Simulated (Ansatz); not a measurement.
**H4PSSbSi: how energies converge with the basis set**

Aim: see how fast density functionals converge with the basis set for H4PSSbSi.

Computed with Ansatz 0.2.0, Gaussian basis. Level: one geometry, several basis sets.

Plan: PBE0-D4/def2-SVP; ωB97M-V/def2-SVP; PBE0-D4/def2-QZVPP; ωB97M-V/def2-QZVPP; the functionals' def2-TZVPP values are taken from earlier runs.

**1. The geometry**

An earlier PBE0-D4 in a triple-zeta def2 set relaxation fixed the geometry. Sb takes the def2 core potential; no spin-orbit term is included.

SMILES `S[SiH]1[PH][SbH]1`, 8 atoms, charge 0, spin multiplicity 1.

Atoms are counted from 1 here; the program's logs count them from 0.

Bond lengths: S1–Si2 2.125 Å, S1–H5 1.344 Å, Si2–P3 2.227 Å, Si2–Sb4 2.531 Å, Si2–H6 1.482 Å, P3–Sb4 2.592 Å, P3–H7 1.425 Å, Sb4–H8 1.710 Å. Angles: Si2–S1–H5 95.3°, S1–Si2–P3 112.4°, S1–Si2–Sb4 121.3°, S1–Si2–H6 114.3°, P3–Si2–Sb4 65.7°, P3–Si2–H6 117.2°, Sb4–Si2–H6 117.0°, Si2–P3–Sb4 62.8°, Si2–P3–H7 90.5°, Sb4–P3–H7 91.1°, Si2–Sb4–P3 51.5°, Si2–Sb4–H8 88.9°, P3–Sb4–H8 89.0°.

**2. PBE0-D4 in def2-SVP**

The input, in.yaml:

```yaml
crystal:
  periodic: [false, false, false]
  atoms:
    - {symbol: S, position_ang: [-0.923898, 1.654708, -1.213095]}
    - {symbol: Si, position_ang: [0.045678, 0.547725, 0.319843]}
    - {symbol: P, position_ang: [1.738377, -0.672773, -0.457435]}
    - {symbol: Sb, position_ang: [-0.282147, -1.952466, 0.542273]}
    - {symbol: H, position_ang: [-2.133459, 1.644113, -0.626601]}
    - {symbol: H, position_ang: [0.278286, 1.310253, 1.569529]}
    - {symbol: H, position_ang: [2.373974, -0.624711, 0.816674]}
    - {symbol: H, position_ang: [-1.004612, -1.963849, -1.007088]}
basis:
  gaussian: {orbitals: def2-SVP}
hamiltonian: {xc: pbe0, dispersion: d4}
output: {orbitals: {seedname: orbitals}}
```

The runs that follow: ωB97M-V in def2-SVP; PBE0-D4 in def2-QZVPP; ωB97M-V in def2-QZVPP.

Before running them: what should the planned runs give, taken together? Wanted: PBE0-D4: double and triple zeta above quadruple; ωB97M-V: double and triple zeta above quadruple.

The runs gave:

```
                                       quantity           value
PBE0-D4: double and triple zeta above quadruple  11.00, 0.92 eV
ωB97M-V: double and triple zeta above quadruple  10.95, 0.88 eV
```

What this shows: For PBE0-D4 the step from double to triple zeta gains 10.08 eV and the next only 0.92 eV. These are total energies; as a rule much of such shifts cancels in differences, which this series doesn't test.
